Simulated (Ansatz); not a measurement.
This script drives the Python package of Ansatz (0.2.0).

`rbna3.py`:
```python
# -*- coding: utf-8 -*-
"""Convergence of RbNa3 with the k-point mesh."""

import warnings

import ansatz as az
import pandas as pd
from pymatgen.core import Lattice, Structure
from pymatgen.io.ase import AseAtomsAdaptor

warnings.simplefilter("ignore", az.DeckWarning)

pmg_structure = Structure(
    Lattice([(-3.022087, 3.022087, 5.409073), (3.022087, -3.022087, 5.409073), (3.022087, 3.022087, -5.409073)]),
    ["Rb", "Na", "Na", "Na"],
    [
        (0.0, 0.0, 0.0),
        (0.75, 0.25, 0.5),
        (0.25, 0.75, 0.5),
        (0.5, 0.5, 0.0),
    ],
)
structure = az.Crystal.from_ase(AseAtomsAdaptor.get_atoms(pmg_structure))

model = (
    structure.calculation()
    .functional(az.Functional.R2SCAN)
    .occupations(az.OccupationsMethod.FERMI_DIRAC)
)

rows = []
for value in [(2, 2, 2), (3, 3, 3), (4, 4, 4), (5, 5, 5), (7, 7, 7)]:
    data = model.kpoints(*value).run(threads=1, pin="off").report
    rows.append((value, data["free_energy_ev"] / len(data["lattice"]["sites"]), data["n_iterations"], data["n_kpoints"]))

table = pd.DataFrame(rows, columns=["mesh", "F/atom (eV)", "iterations", "k-points"])
print(table.round(5).to_string(index=False))

# the last row is the reference
for row in rows[:-1]:
    shift = 1000 * (row[1] - rows[-1][1])
    print(f"{row[0]}: {shift:+.2f} meV/atom" + ("  (within 2 meV)" if abs(shift) < 2 else ""))
```

It is started by `python rbna3.py`. Estimate its wall time and peak memory on 1 thread of Intel(R) Xeon(R) Platinum 8488C (Sapphire Rapids) (shared host).

It took about 29 s, with a peak of 1.1 GiB, for 5 runs of the engine.

```console
$ python rbna3.py
     mesh  F/atom (eV)  iterations  k-points
(2, 2, 2)  -1936.00496           7         4
(3, 3, 3)  -1935.92132           7         6
(4, 4, 4)  -1935.91655           8        13
(5, 5, 5)  -1935.92020           8        18
(7, 7, 7)  -1935.91881           8        40
(2, 2, 2): -86.15 meV/atom
(3, 3, 3): -2.51 meV/atom
(4, 4, 4): +2.26 meV/atom
(5, 5, 5): -1.38 meV/atom  (within 2 meV)
```

From 5×5×5 on it stays within 2 meV an atom of the value at 7×7×7; the first row (2×2×2) is off by 86.2 meV and the last but one by 1.38 meV. This holds for F at a smearing of 0.1 eV; a narrower one needs a denser mesh. It goes up and down, since the sum over k-points isn't variational. The last run costs about 2.6 times the first.

This cell is a computed structure, which may not be the phase found in nature. Shifts are counted from the finest mesh, which is itself no proven limit.
